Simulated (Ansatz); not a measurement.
**Al2GaP3: how the settings move a single-point run**

Question: which choices in the input matter for Al2GaP3? The cell is built on a prototype (ordering on zincblende) and needn't be the phase found in nature.

Method: reference: DFT, HSE06, plane waves, PAW, in Ansatz 0.2.0.

### 1 Starting point

The structure is orthorhombic, space group Imm2 (No. 44). Conventional cell: a = 3.869 Å, b = 11.606 Å, c = 5.469 Å, α = 90.00°, β = 90.00°, γ = 90.00°. Al (site symmetry m) is surrounded by 4 P at 2.37 Å. Around P (site symmetry m) lie 1 Ga at 2.37 Å and 3 Al at 2.37 Å. Ga (site symmetry mm2) has 4 P at 2.37 Å as nearest neighbours. P (site symmetry mm2) is surrounded by 2 Ga at 2.37 Å and 2 Al at 2.37 Å.

As a file:

```cif
data_structure
_symmetry_space_group_name_H-M 'P 1'
_symmetry_Int_Tables_number 1
_cell_length_a 6.7002
_cell_length_b 6.7002
_cell_length_c 6.7002
_cell_angle_alpha 146.440
_cell_angle_beta 59.990
_cell_angle_gamma 131.824
_cell_volume 122.78
loop_
_atom_site_label
_atom_site_type_symbol
_atom_site_fract_x
_atom_site_fract_y
_atom_site_fract_z
_atom_site_occupancy
Al1 Al 0.66657 0.99995 0.66661 1
P1 P 0.41649 0.24998 0.16651 1
Al2 Al 0.33334 0.99995 0.33339 1
P2 P 0.08346 0.24998 0.83349 1
Ga1 Ga 0.99995 0.99995 0.00000 1
P3 P 0.75020 0.25020 0.50000 1
```

### 2 Baseline

The input, input.yaml:

```yaml
crystal:
  lattice:
    - [-1.9343324592, 5.8028342988, 2.734618887]
    - [1.9343324592, -5.8028342988, 2.734618887]
    - [1.9343324592, 5.8028342988, -2.734618887]
  atoms:
    - { symbol: Al, position: [0.6665651015, 0.9999515692, 0.6666135323] }
    - { symbol: P, position: [0.4164904415, 0.249976224, 0.1665142175] }
    - { symbol: Al, position: [0.3333380369, -4.84308e-05, 0.3333864677] }
    - { symbol: P, position: [0.0834620065, 0.249976224, 0.8334857825] }
    - { symbol: Ga, position: [-5.42224e-05, -5.42224e-05, 0.0] }
    - { symbol: P, position: [0.7501986362, 0.2501986362, 0.5] }
kpoints:
  mp_grid: { grid: [4, 4, 4] }
hamiltonian:
  xc: hse06
scf:
  occupations: { method: fixed }
  n_extra_bands: 5
output:
  forces: true
  stress: true
  eigenvalues: true
```

Command:

```sh
$ ansatz run input.yaml --threads 4 --pin off --max-ram 4608MiB --backend cpu --events-out ev --progress --plain --runs-dir out
```

### 3 Variant: exchange pbe, correlation pbe, coeff 0.4

Changes to input.yaml since step 2:

```diff
@@ -15,3 +15,3 @@
 hamiltonian:
-  xc: hse06
+  xc: { exchange: pbe, correlation: pbe, exx: { coeff: 0.4 } }
 scf:
```

### 4 Changed: exchange pbe, correlation pbe, coeff 1.0, omega 0.3

Changes to input.yaml since step 2:

```diff
@@ -15,3 +15,3 @@
 hamiltonian:
-  xc: hse06
+  xc: { exchange: pbe, correlation: pbe, exx: { coeff: 1.0, omega: 0.3 } }
 scf:
```

### 5 Changed: ecutwfc 500

Changes to input.yaml since step 2:

```diff
@@ -23 +23,3 @@
   eigenvalues: true
+basis:
+  ecutwfc: 500
```

Before running it: what results should come out? Wanted: for each run, ending; energy change; pressure; gap; force.

As calculated:

```
                                                   run     ending   energy change  pressure (GPa)  gap (eV)  force (eV/Å)  cycles     time
                                             reference  converged               0             0.2      2.28          0.05      14     76 s
           1: exchange pbe, correlation pbe, coeff 0.4  converged  not comparable            -1.0      3.79          0.02      19     97 s
2: exchange pbe, correlation pbe, coeff 1.0, omega 0.3  converged  not comparable            -3.1      3.82          0.04      25    2 min
                                        3: ecutwfc 500  converged   -0.8 meV/atom             0.2      2.28          0.05      15  1.8 min
```

Residual by cycle in the longest SCF loop of each run; runs are numbered as in the table. The quantity is the density residual dr2, in eV.

```
cycle  reference    run 1    run 2    run 3
    1     0.0302   0.0587     0.24   0.0317
    2    0.00419   0.0161    0.108  0.00415
    3    0.00199  0.00712   0.0456  0.00209
    4     3.3e-4  0.00122   0.0125   3.4e-4
    5     3.7e-5   3.5e-4  0.00612   3.5e-5
    6     2.0e-5   5.9e-5  0.00153   1.9e-5
    7     9.0e-7   1.9e-5   2.6e-4   9.8e-7
    8          -        -   4.4e-5        -
```

«ecutwfc 500» moves the energy by -0.8 meV/atom.
